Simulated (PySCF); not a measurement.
# CHBr2F (CHBr2F): the cost of one run

Computed with PySCF 2.14.0, with density-fitted response routines of our own, on a single molecule in the gas phase. Atoms are numbered from 0 throughout.

## Step 1: The starting structure

5 atoms, charge 0, multiplicity 1; geometry from: MMFF94s. The atoms were then displaced at random by about 0.03 Å, so the start is not that level's minimum.

Bonds of the start (Å): F0–C1 1.30, C1–Br2 1.90, C1–Br3 1.83, C1–H4 1.07.

## Step 2: Optimising the geometry at PBE0-D3(BJ)/def2-SVP

The job: settings as JSON, then the geometry in Å.

```
{"job": {"xc": "PBE0", "basis": "def2-SVP", "d3": "d3bj", "grid": 1, "shake": 0.03, "kind": "geom"}, "charge": 0, "multiplicity": 1}
F      0.016700     1.093340    -0.800360
C     -0.023940     0.117970     0.053630
Br     1.597710    -0.845450    -0.168430
Br    -1.469050    -0.982630    -0.193510
H     -0.046570     0.506300     1.046550
```

On the command line:

```bash
$ OMP_NUM_THREADS=1 python probes_run.py task.json out
```

The driver reads the jobs from task.json and runs them one after another.

**Question.** How long does this first job take on 1 thread of Arm Neoverse N1, shared host, and how much memory does it need?

About 36 s, with a peak of 0.4 GiB.
